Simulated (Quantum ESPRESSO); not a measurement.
Write the native input for Quantum ESPRESSO 7.5 that does the following.

```yaml
Task: single point
Functional: PBE
Potentials_or_basis: SSSP 1.3 efficiency PBE
Cutoff: 816 eV
Density_cutoff: 5987 eV
k_mesh: 5 × 5 × 5
Occupations: fermi-dirac, width 0.05 eV
Spin: no spin polarisation
Mixing_beta: 0.5
Most_SCF_iterations: 120
SCF_threshold: 1.4e-09 Ry
```

The system is ZnAg6.

```
Zn Ag
1.0
     5.05392    0.00000    0.00000
     0.00000    5.05392    0.00000
     0.00000    0.00000    5.05392
Zn Ag
1 6
Direct
  0.00000 0.00000 0.00000
  0.20700 0.50000 0.50000
  0.50000 0.20700 0.50000
  0.79300 0.50000 0.50000
  0.50000 0.79300 0.50000
  0.50000 0.50000 0.20700
  0.50000 0.50000 0.79300
```

The cell was built by a generator and needn't be a form met in nature.

These files were run (other wordings do the same):

pw.in

```
&CONTROL
  calculation = 'scf'
  prefix = 'pwscf'
  outdir = './tmp'
  pseudo_dir = './pseudo'
  tprnfor = .true.
  tstress = .true.
  disk_io = 'nowf'
/
&SYSTEM
  ibrav = 0
  nat = 7
  ntyp = 2
  ecutwfc = 60
  ecutrho = 440
  nbnd = 85
  occupations = 'smearing'
  smearing = 'fd'
  degauss = 0.00367493
/
&ELECTRONS
  conv_thr = 1.4d-09
  electron_maxstep = 120
  mixing_beta = 0.5
/
ATOMIC_SPECIES
Zn    65.3800 Zn_pbe_v1.uspp.F.UPF
Ag   107.8682 Ag_ONCV_PBE-1.0.oncvpsp.upf
CELL_PARAMETERS angstrom
   5.0539184900    0.0000000000    0.0000000000
   0.0000000000    5.0539184900    0.0000000000
   0.0000000000    0.0000000000    5.0539184900
ATOMIC_POSITIONS crystal
Zn     0.0000000000    0.0000000000    0.0000000000
Ag     0.2070000000    0.5000000000    0.5000000000
Ag     0.5000000000    0.2070000000    0.5000000000
Ag     0.7930000000    0.5000000000    0.5000000000
Ag     0.5000000000    0.7930000000    0.5000000000
Ag     0.5000000000    0.5000000000    0.2070000000
Ag     0.5000000000    0.5000000000    0.7930000000
K_POINTS automatic
5 5 5 0 0 0
```

Potentials or basis: SSSP 1.3 efficiency PBE.

The run is started by

```bash
$ OMP_NUM_THREADS=1 pw.x -in pw.in > pw.out
```

Results of the run:

The pressure is 150.1 GPa. The largest force is 21.457 eV/Å. The band gap on the k mesh is none (metal or under the smearing width).

Caveat: a pressure of tens of GPa on the cell as given is suspect, and the run, the potentials or the cell itself is likely at fault; forces of over 1 eV/Å show positions far from the minimum, so gaps and moduli don't describe the material at rest.

Run time: 100 s on 1 thread of Intel(R) Xeon(R) Platinum 8488C (Sapphire Rapids), with other jobs on the host, peak memory 0.61 GiB.
